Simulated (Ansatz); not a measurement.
# B3LYP/def2-TZVP run of GeClF (SMILES [F][Ge][Cl])

What is the electronic atomisation energy of GeClF at B3LYP/def2-TZVP? 

The results are computed with Ansatz 0.2.0.

33 further runs of the same task are left out: 33 set aside as unsound or not needed.

## Step 1: The molecule

The species is GeClF (3 atoms), meant as a singlet with charge 0. SMILES: `[F][Ge][Cl]`. The shape is that of a PBE0-D4/def2-TZVP optimisation.

Bond lengths: F1–Ge2 1.748 Å, Ge2–Cl3 2.180 Å. Angles: F1–Ge2–Cl3 98.3°.

## Step 2: The energy at B3LYP/def2-TZVP

Input file molecule.yaml:

```yaml
crystal:
  periodic: [false, false, false]
  atoms:
    - symbol: F
      position_ang: [0.110400, 1.418700, 0.206200]
    - symbol: Ge
      position_ang: [-0.762800, 0.035600, -0.410300]
    - symbol: Cl
      position_ang: [0.641600, -1.519100, 0.191000]
basis:
  gaussian: {orbitals: def2-TZVP}
output: {orbitals: {seedname: orbitals}}
hamiltonian: {xc: {name: B3LYP}}
total_charge: 0
magnetization: {spin_polarized: false, initial_magnetization: 0}
accuracy: high
```

On the command line:

```bash
$ ansatz run molecule.yaml --threads 1 --pin off --max-ram 3480MiB --events-out events.jsonl --progress --plain --runs-dir runs
```

Standard output:

```text
Warning: RAYON_NUM_THREADS=1 ignored (pool sized by the plan → 1); use --threads N
Functional definition: B3LYP
  name "B3LYP"
  parameter a0 = 0.2
  parameter ax = 0.72
  parameter ac = 0.81
  exchange = (1 - a0 - ax)*slater_x + ax*b88_x + a0*exact_x
  correlation = (1 - ac)*vwn_rpa_c + ac*lyp_c
1709 factors; integrals over basis functions are off by at most 4.6e-9 eV
mean field evaluation 1: about -71760.2871 eV, gradient 4.4e1 eV
mean field evaluation 2: about -71744.2562 eV, gradient 1.1e2 eV
mean field evaluation 4: about -71763.2082 eV, gradient 5.8e0 eV
mean field evaluation 8: about -71763.3221 eV, gradient 2.7e-1 eV
mean field evaluation 16: about -71763.3222 eV, gradient 7.2e-5 eV
mean field -71763.32217408 eV, -2637.2534469705 hartree, gradient 5.5e-8 eV, S^2 0.000000; 0 other end points of the search recorded, 0 dependent functions left out
reference -71763.32220270 eV, -2637.2534480224 hartree; 29, 29 occupied and 87, 87 virtual orbitals, 1709 factors
Total energy: -71763.32220270 eV, -2637.2534480224 hartree
```

Run time: 7.2 s. Hardware: 1 thread of Arm Neoverse V2, shared host; peak memory 0.33 GiB.

## Step 3: The Cl atom at the same level

Input file input.yaml:

```yaml
basis:
  gaussian:
    orbitals: def2-TZVP
crystal:
  periodic: [false, false, false]
  atoms:
    - {symbol: Cl, position_ang: [0.000000, 0.000000, 0.000000]}
magnetization:
  spin_polarized: true
  initial_magnetization: 1
hamiltonian:
  xc: {name: B3LYP}
accuracy: high
```

Run the same way, it converges to -460.16698 Eh (log not shown).

## Step 4: The F atom at the same level

input.yaml: that of step 3 with these lines changed.

```diff
@@ -6,3 +6,4 @@
   atoms:
-    - {symbol: Cl, position_ang: [0.000000, 0.000000, 0.000000]}
+    - {symbol: F, position_ang: [0.000000, 0.000000, 0.000000]}
+total_charge: 0
 magnetization:
```

Run the same way, it converges to -99.77015 Eh (log not shown).

## Step 5: The Ge atom at the same level

Input file input.yaml:

```yaml
basis:
  gaussian:
    orbitals: def2-TZVP
crystal:
  periodic: [false, false, false]
  atoms:
    - {symbol: Ge, position_ang: [0.000000, 0.000000, 0.000000]}
magnetization:
  spin_polarized: true
  initial_magnetization: 2
hamiltonian:
  xc: {name: B3LYP}
accuracy: high
```

Run the same way, it converges to -2076.96514 Eh (log not shown).

## Step 6: Outcome

Level: B3LYP/def2-TZVP.

```
                     quantity           value
       molecule: total energy  -2637.25345 Eh
        molecule: HOMO energy        -8.26 eV
        molecule: LUMO energy        -3.08 eV
      molecule: HOMO–LUMO gap         5.18 eV
        Cl atom: total energy   -460.16698 Eh
                Cl atom: ⟨S²⟩           0.753
         F atom: total energy    -99.77015 Eh
                 F atom: ⟨S²⟩           0.752
        Ge atom: total energy  -2076.96514 Eh
                Ge atom: ⟨S²⟩           2.002
electronic atomisation energy        9.556 eV
```

What this shows: Taking the molecule apart into free atoms costs 9.56 eV (220 kcal/mol), before zero-point energy and without spin-orbit coupling.
